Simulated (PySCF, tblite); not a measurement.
# C4H13BS: dynamics, then NMR shifts on frames, part 2 of 2

tblite 0.8.0 and PySCF 2.14.0. Atoms count from 0. The steps go on from the part before.

## Step 6: Nuclear shieldings: 800 fs, PBE0/pcSseg-1

The job: settings as JSON, then the geometry in Å.

```
{"job": {"kind": "nmr", "xc": "PBE0", "basis": "pcSseg-1", "pop": false}, "charge": 0, "multiplicity": 1}
B     -2.395500    -0.569400     0.651500
S     -1.090600     0.704900    -0.024300
C     -0.808100     0.388600    -1.833100
C      0.553300     0.120100     0.636100
C      1.652800     1.135700     0.392400
C      2.907500     0.825900     1.217400
H     -2.290200    -0.330000     1.839900
H     -3.334500    -0.148500     0.079300
H     -2.007700    -1.651400     0.390500
H     -1.017900    -0.685700    -2.162500
H     -1.471600     1.096000    -2.283300
H      0.233100     0.648600    -2.037400
H      0.460600    -0.031200     1.768100
H      0.733900    -0.818100     0.185100
H      1.252800     2.116200     0.626400
H      2.025500     1.150400    -0.654700
H      3.152700    -0.225700     1.170900
H      3.793200     1.307600     0.788500
H      2.758800     1.118800     2.315600
```

With the program's defaults for keys left out, this is: GIAO PBE0/pcSseg-1 NMR shielding, non-relativistic, gas phase.

Standard output:

```text
coarse grid: 15120 points
cycle   1  E = -582.7426917620  dE =  1.900e-01  |g| = 4.226e-01  |ddm| = 3.560e+00
cycle   2  E = -582.7460415810  dE = -3.350e-03  |g| = 4.279e-01  |ddm| = 9.706e-01
cycle   3  E = -582.8006379453  dE = -5.460e-02  |g| = 4.147e-02  |ddm| = 4.688e-01
cycle   4  E = -582.8010257741  dE = -3.878e-04  |g| = 1.637e-02  |ddm| = 6.793e-02
cycle   5  E = -582.8011013060  dE = -7.553e-05  |g| = 3.682e-03  |ddm| = 2.196e-02
cycle   6  E = -582.8011047519  dE = -3.446e-06  |g| = 1.097e-03  |ddm| = 5.129e-03
final grid: 137624 points
cycle   7  E = -582.8401091889  dE = -4.299e-05  |g| = 8.872e-03  |ddm| = 2.943e-02
cycle   8  E = -582.8401010920  dE =  8.097e-06  |g| = 1.062e-02  |ddm| = 1.594e-02
cycle   9  E = -582.8401296066  dE = -2.851e-05  |g| = 8.262e-04  |ddm| = 9.076e-03
cycle  10  E = -582.8401298089  dE = -2.023e-07  |g| = 1.793e-04  |ddm| = 1.190e-03
cycle  11  E = -582.8401298175  dE = -8.548e-09  |g| = 5.973e-05  |ddm| = 2.440e-04
cycle  12  E = -582.8401298184  dE = -8.922e-10  |g| = 1.563e-05  |ddm| = 7.643e-05
converged SCF energy = -582.8401298184

GIAO shielding tensors (ppm)
atom      isotropic    diamagn.    paramagn.     s11        s22        s33       span
  0 B      129.269     192.162     -62.893    113.368    123.559    150.880     37.512
  1 S      434.964    1058.865    -623.901    317.143    403.923    583.826    266.683
  2 C      154.557     254.280     -99.722    131.759    146.075    185.837     54.078
  3 C      131.614     255.024    -123.411     97.872    127.426    169.543     71.671
  4 C      160.863     248.216     -87.353    142.121    166.173    174.294     32.174
  5 C      167.096     245.148     -78.052    152.378    161.684    187.224     34.846
  6 H       29.477      30.374      -0.897     25.694     27.595     35.141      9.447
  7 H       29.910      30.785      -0.876     26.250     27.397     36.081      9.831
  8 H       30.088      31.272      -1.184     26.740     28.488     35.035      8.294
  9 H       28.312      29.713      -1.401     24.494     25.793     34.648     10.154
 10 H       29.579      30.870      -1.292     24.330     27.032     37.374     13.044
 11 H       29.348      32.829      -3.481     23.450     29.642     34.953     11.503
 12 H       28.224      32.856      -4.632     22.636     29.362     32.674     10.038
 13 H       29.897      36.128      -6.231     25.891     30.483     33.316      7.425
 14 H       30.292      31.670      -1.378     24.740     31.285     34.851     10.110
 15 H       29.461      32.135      -2.673     23.309     31.298     33.777     10.468
 16 H       30.962      29.636       1.326     26.580     29.738     36.568      9.989
 17 H       30.038      26.534       3.503     25.220     27.450     37.443     12.223
 18 H       29.101      26.429       2.672     24.782     26.936     35.587     10.805
```

Run time: 55 s. Hardware: 1 thread of Intel Xeon at 2.50GHz, shared host; peak memory 0.83 GiB.

In short: δ C3 55.3, C2 32.4, C4 26.1, C5 19.8, H12 3.49, H9 3.40 ppm.

## Step 7: Nuclear shieldings: 1000 fs, PBE0/pcSseg-1

The job: settings as JSON, then the geometry in Å.

```
{"job": {"kind": "nmr", "xc": "PBE0", "basis": "pcSseg-1", "pop": false}, "charge": 0, "multiplicity": 1}
B     -2.319800    -0.351800    -0.046800
S     -0.931100     0.861700    -0.347700
C     -0.394800     0.296200    -1.994500
C      0.572200     0.087300     0.593400
C      1.821200     0.945200     0.485900
C      2.881500     0.098200     1.074100
H     -2.615900    -0.485400     1.109500
H     -3.264200     0.093000    -0.690800
H     -2.006100    -1.458100    -0.467300
H     -0.385200    -0.836200    -1.968600
H     -1.050000     0.623700    -2.830600
H      0.630200     0.573200    -2.131400
H      0.217400    -0.135200     1.657500
H      0.749800    -0.877800     0.101400
H      1.848000     1.879900     1.069300
H      1.967600     1.228000    -0.517100
H      2.884200    -0.936000     0.629100
H      3.876700     0.502800     0.847100
H      2.837000    -0.084400     2.199300
```

With the program's defaults for keys left out, this is: GIAO PBE0/pcSseg-1 NMR shielding, non-relativistic, gas phase.

Standard output:

```text
coarse grid: 15120 points
cycle   1  E = -582.7286958115  dE =  2.632e-01  |g| = 4.432e-01  |ddm| = 3.566e+00
cycle   2  E = -582.7299177366  dE = -1.222e-03  |g| = 4.560e-01  |ddm| = 1.019e+00
cycle   3  E = -582.7915342315  dE = -6.162e-02  |g| = 4.148e-02  |ddm| = 4.978e-01
cycle   4  E = -582.7919177643  dE = -3.835e-04  |g| = 1.596e-02  |ddm| = 6.281e-02
cycle   5  E = -582.7919881784  dE = -7.041e-05  |g| = 4.223e-03  |ddm| = 2.008e-02
cycle   6  E = -582.7919929235  dE = -4.745e-06  |g| = 7.828e-04  |ddm| = 4.903e-03
final grid: 137624 points
cycle   7  E = -582.8303140616  dE = -4.499e-05  |g| = 8.987e-03  |ddm| = 3.240e-02
cycle   8  E = -582.8303038920  dE =  1.017e-05  |g| = 1.104e-02  |ddm| = 1.651e-02
cycle   9  E = -582.8303348894  dE = -3.100e-05  |g| = 1.022e-03  |ddm| = 9.583e-03
cycle  10  E = -582.8303351886  dE = -2.992e-07  |g| = 2.173e-04  |ddm| = 1.300e-03
cycle  11  E = -582.8303352008  dE = -1.224e-08  |g| = 6.910e-05  |ddm| = 2.751e-04
cycle  12  E = -582.8303352020  dE = -1.191e-09  |g| = 1.971e-05  |ddm| = 8.671e-05
cycle  13  E = -582.8303352021  dE = -1.037e-10  |g| = 3.781e-06  |ddm| = 2.287e-05
converged SCF energy = -582.8303352021

GIAO shielding tensors (ppm)
atom      isotropic    diamagn.    paramagn.     s11        s22        s33       span
  0 B      130.924     189.355     -58.431    110.200    127.718    154.853     44.654
  1 S      455.328    1057.710    -602.381    318.364    420.962    626.658    308.293
  2 C      144.802     256.375    -111.573    109.875    139.348    185.183     75.308
  3 C      112.105     256.198    -144.094     79.713     93.810    162.792     83.079
  4 C      166.224     247.054     -80.830    155.432    163.371    179.869     24.437
  5 C      165.646     244.466     -78.820    148.922    161.701    186.315     37.393
  6 H       29.527      29.810      -0.283     26.098     27.381     35.101      9.003
  7 H       29.331      29.246       0.085     25.917     26.655     35.421      9.504
  8 H       29.941      30.557      -0.616     26.565     28.311     34.946      8.381
  9 H       28.818      31.476      -2.658     26.026     26.821     33.606      7.580
 10 H       28.282      29.264      -0.982     24.311     24.891     35.644     11.333
 11 H       29.668      33.405      -3.737     24.534     28.534     35.936     11.402
 12 H       27.448      32.494      -5.046     23.054     28.003     31.287      8.233
 13 H       29.516      35.738      -6.222     26.072     29.798     32.679      6.607
 14 H       29.570      29.885      -0.314     24.463     28.816     35.432     10.970
 15 H       31.247      32.891      -1.644     25.769     32.610     35.362      9.594
 16 H       30.246      28.580       1.667     25.795     29.191     35.753      9.957
 17 H       29.836      25.803       4.033     25.051     26.842     37.616     12.565
 18 H       29.241      26.653       2.587     25.348     26.657     35.718     10.371
```

Run time: 57 s. Hardware: 1 thread of Intel Xeon at 2.50GHz, shared host; peak memory 0.83 GiB.

This run: δ C3 74.8, C2 42.1, C5 21.3, C4 20.7, H12 4.27, H10 3.44 ppm.

## Step 8: Side by side: NMR shifts

Shifts (ppm) of some atoms, chosen among heavy atoms and hydrogens apart, with basis size and wall time:

```
  frame    C3    C2    C5   H12   H15     B0  S1  functions  time
 250 fs  55.1  38.2  15.2  1.99  0.98  -29.3  46        174  83 s
 425 fs  55.0  26.5  19.4  2.82  2.58  -25.9   5        174  55 s
 625 fs  54.1  34.7  11.0  3.38  1.99  -17.6  13        174  54 s
 800 fs  55.3  32.4  19.8  3.49  2.26  -29.2  69        174  55 s
1000 fs  74.8  42.1  21.3  4.27  0.47  -30.9  48        174  57 s
```

## Step 9: What came out

What follows sums up all 2 parts.

| quantity | value |
| --- | --- |
| thermostat | 300 K |
| mean temperature, second half | 276 K |
| mean potential energy above the minimum | 0.62 eV |
| ¹³C shifts against TMS (PBE0/pcSseg-1, 250 fs) | 55.1, 38.2, 27.0, 15.2 ppm |
| ¹H shifts against TMS (PBE0/pcSseg-1, 250 fs) | 3.40, 3.38, 2.76, 2.19, 2.03, 1.99, 1.92, 1.90, 1.86, 1.55, 1.54, 0.98, 0.52 ppm |
| ¹¹B shifts against BF3·OEt2 (PBE0/pcSseg-1, 250 fs) | -29.3 ppm |
| ³³S shifts against CS2 (PBE0/pcSseg-1, 250 fs) | 46 ppm |
| surface potential, 1st and 99th percentile | -1.50 V and 1.39 V |
| range of the shift of S1 | 5 to 69 ppm |

In words: In the second half the potential energy averages 0.62 eV above the minimum; equipartition over 51 harmonic modes at 300 K would give 0.66 eV. With 19 atoms the temperature swings widely (191 to 391 K). Shifts at one fixed geometry are not the observed spectrum, which averages over the motion. In the first frame run (250 fs): The widest tensor belongs to S1: span 309 ppm, with a paramagnetic part of -601 ppm. Across the 5 runs the shift of S1 moves most, between 5 (425 fs) and 69 ppm (800 fs).
